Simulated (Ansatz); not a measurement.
# LiNbO3: the cost of one run

Method: DFT r2SCAN, scalar-relativistic, plane waves, PAW, in Ansatz 0.2.0.

The COD cell was measured well above room temperature, so it is larger than a cold one.

1 further run of the same task is left out (set aside as unsound or not needed).

### 1 The structure to begin with

It takes space group R-3c (No. 167, trigonal). Conventional cell: a = 5.185 Å, b = 5.185 Å, c = 13.688 Å, α = 90.00°, β = 90.00°, γ = 120.00°. Around Li (site symmetry 32) lie 3 O at 1.96 Å. Around Nb (site symmetry -3) lie 6 O at 1.98 Å. O (site symmetry 2) is surrounded by 1 Li at 1.96 Å and 2 Nb at 1.98 Å.

Coordinates:

```
Li Nb O
1.0
     2.59239    1.49672    4.56282
    -2.59239    1.49672    4.56282
     0.00000   -2.99343    4.56282
Li Nb O
2 2 6
Direct
  0.25000 0.25000 0.25000
  0.75000 0.75000 0.75000
  0.00000 0.00000 0.00000
  0.50000 0.50000 0.50000
  0.12848 0.37152 0.75000
  0.75000 0.12848 0.37152
  0.37152 0.75000 0.12848
  0.87152 0.62848 0.25000
  0.25000 0.87152 0.62848
  0.62848 0.25000 0.87152
```

It is the result of an earlier relaxation at this level (volume 10.62 Å³/atom; gap on the mesh: 2.98 eV).

### 2 Zero of energy

Reference values: F = -12961.0691 eV; pressure 0.00 GPa; largest force 0.000 eV/Å; gap on the mesh 2.98 eV. It was computed beforehand with the settings of the runs below.

### 3 Zone-centre phonons by finite displacements

input.yaml

```yaml
crystal:
  lattice:
    - [2.5923872658, 1.4967154858, 4.5628211567]
    - [-2.5923872658, 1.4967154858, 4.5628211567]
    - [0.0, -2.9934309715, 4.5628211567]
  atoms:
    - { symbol: Li, position: [0.25, 0.25, 0.25] }
    - { symbol: Li, position: [0.75, 0.75, 0.75] }
    - { symbol: Nb, position: [0.0, 0.0, 0.0] }
    - { symbol: Nb, position: [0.5, 0.5, 0.5] }
    - { symbol: O, position: [0.1284835459, 0.3715164541, 0.75] }
    - { symbol: O, position: [0.75, 0.1284835459, 0.3715164541] }
    - { symbol: O, position: [0.3715164541, 0.75, 0.1284835459] }
    - { symbol: O, position: [0.8715164541, 0.6284835459, 0.25] }
    - { symbol: O, position: [0.25, 0.8715164541, 0.6284835459] }
    - { symbol: O, position: [0.6284835459, 0.25, 0.8715164541] }
basis:
  ecutwfc: 500
kpoints:
  mp_grid: { grid: [6, 6, 6] }
hamiltonian:
  xc: r2scan
scf:
  occupations: { method: gaussian, width: 0.05 }
output:
  eigenvalues: true
phonons:
  method: fd
  supercell: [1, 1, 1]
  amplitude: 0.02
  eigenvectors: true
  dielectric: false
```

The run is started by

```
$ ansatz run input.yaml --threads 2 --pin off --max-ram 5120MiB --backend cpu --events-out ev --progress --plain --runs-dir out
```

Q: Estimate wall time and peak memory on 2 threads of AMD EPYC 9R45 (Zen 5), shared host.

About 3.5 min, with a peak of 4.4 GiB.
